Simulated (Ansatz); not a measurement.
# Y3NbO: the cost of one run

Computed with Ansatz 0.2.0 (DFT PBE, scalar-relativistic, plane waves, PAW, unless a step's input says otherwise).

1 further run of the same task is left out (set aside as unsound or not needed).

### 1 Starting point

It takes space group R-3m (No. 166, trigonal). The conventional cell has a = 5.559 Å, b = 5.559 Å, c = 10.723 Å, α = 90.00°, β = 90.00°, γ = 120.00°. Y (site symmetry 2/m) is surrounded by 2 Nb at 2.40 Å and 4 Y at 2.78 Å and 2 O at 2.78 Å. Around Nb (site symmetry -3m) lie 6 Y at 2.40 Å. Around O (site symmetry -3m) lie 6 Y at 2.78 Å.

As a file:

```xyz
5
Lattice="2.7796 1.6048 3.5744 -2.7796 1.6048 3.5744 0.0000 -3.2097 3.5744" Properties=species:S:1:pos:R:3 pbc="T T T"
Y     0.0000    1.6048    3.5744
Y    -1.3898   -0.8024    3.5744
Y     1.3898   -0.8024    3.5744
Nb    0.0000    0.0000    5.3616
O     0.0000    0.0000    0.0000
```

Recipe of the guess: random cell by space group and Wyckoff sites (R-3m, No. 166). Its size is a rough estimate.

### 2 A first look at the guess

The input, input.yaml:

```yaml
crystal:
  lattice:
    - [2.77964641, 1.6048296, 3.57439831]
    - [-2.77964641, 1.6048296, 3.57439831]
    - [0.0, -3.2096592, 3.57439831]
  atoms:
    - { symbol: "Y", position: [0.5, 0.5, 0.0] }
    - { symbol: "Y", position: [0.0, 0.5, 0.5] }
    - { symbol: "Y", position: [0.5, 0.0, 0.5] }
    - { symbol: Nb, position: [0.5, 0.5, 0.5] }
    - { symbol: O, position: [0.0, 0.0, 0.0] }
basis:
  ecutwfc: 420
kpoints:
  mp_grid: { grid: [6, 6, 6] }
hamiltonian:
  xc: pbe
scf:
  occupations: { method: gaussian, width: 0.1 }
  lower_state_search: "off"
output:
  forces: true
  stress: true
  eigenvalues: true
```

Run with:

```
$ ansatz run input.yaml --threads 1 --pin off --max-ram 2560MiB --backend cpu --events-out ev --progress --plain --runs-dir out
```

Q: Estimate wall time and peak memory on 1 thread of Arm Neoverse V2, shared host.

About 4.8 s, with a peak of 0.4 GiB.
